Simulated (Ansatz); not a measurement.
C₂H₃GeO, SMILES [C]#[C][GeH2][OH], a rigid scan of one bond length

Computed with Ansatz 0.2.0, Python API.

Interactive session:
```pycon
>>> import ansatz as az
>>> import numpy as np
>>> BASIS = "def2-SVP"
>>> XC = "b3lyp"
>>> GEOMETRY = """
... C     0.22990   -2.33570    1.40600
... C     0.15160   -1.19740    0.89310
... Ge    0.08120    0.52960    0.09350
... O    -0.97530    0.54710   -1.25520
... H     1.52880    0.88260   -0.43560
... H    -0.32520    1.58420    1.16780
... H    -0.62980   -0.07830   -1.91530
... """
>>> molecule = az.Crystal.molecule()
>>> for line in GEOMETRY.strip().splitlines():
...     symbol, *xyz = line.split()
...     molecule = molecule.atom(symbol, [float(v) for v in xyz])
...
>>> symbols = [site.symbol for site in molecule.cartesian_sites]
>>> start = np.array([site.position_ang for site in molecule.cartesian_sites])
>>> axis = (start[6] - start[3]) / np.linalg.norm(start[6] - start[3])
>>> moving = [6]
>>> lengths, energies = [0.83, 0.89, 0.97, 1.07, 1.22, 1.46, 1.75, 2.14], []
>>> for length in lengths:
...     xyz = start.copy()
...     xyz[moving] += (length - np.linalg.norm(start[6] - start[3])) * axis
...     point = az.Crystal.molecule()
...     for symbol, place in zip(symbols, xyz):
...         point = point.atom(symbol, place.tolist())
...     setup = (
...         point.calculation()
...         .basis(gaussian=BASIS)
...         .functional(XC)
...         .spin("collinear", total=1)
...     )
...     r = setup.run(threads=1, backend="cpu").report
...     energies.append(r["free_energy_ev"])
...     print(f"r = {length:6.3f} A  E = {energies[-1]:.5f} eV  <S^2> = {abs(r['mean_field']['state']['spin_squared']):.3f}")
...
r =  0.830 A  E = -60673.38077 eV  <S^2> = 0.779
r =  0.890 A  E = -60673.87429 eV  <S^2> = 0.779
r =  0.970 A  E = -60674.05989 eV  <S^2> = 0.779
r =  1.070 A  E = -60673.84788 eV  <S^2> = 0.779
r =  1.220 A  E = -60673.10602 eV  <S^2> = 0.779
r =  1.460 A  E = -60671.67908 eV  <S^2> = 0.779
r =  1.750 A  E = -60670.21208 eV  <S^2> = 0.984
r =  2.140 A  E = -60669.34980 eV  <S^2> = 1.513
>>> print("energy above the lowest point (eV):", [round(e - min(energies), 3) for e in energies])
energy above the lowest point (eV): [0.679, 0.186, 0.0, 0.212, 0.954, 2.381, 3.848, 4.71]
```

Notes:
- Total energies depend on the basis set; only differences at equal settings carry meaning.
- The rest of the molecule is held rigid at a force-field or estimated start geometry, and the basis set is modest; single-reference methods fail as a bond breaks.
- The species is open-shell (spin multiplicity 2).
- The expectation value of S² is noticeably off S(S+1) in at least one run, so that state is spin-contaminated.
- b3lyp holds the VWN-RPA fit, as in Gaussian; the form of ORCA and Turbomole is b3lyp5.
- Finished in 4.2 min on 1 thread of Arm Neoverse N1 (shared host), peak memory 0.33 GiB.
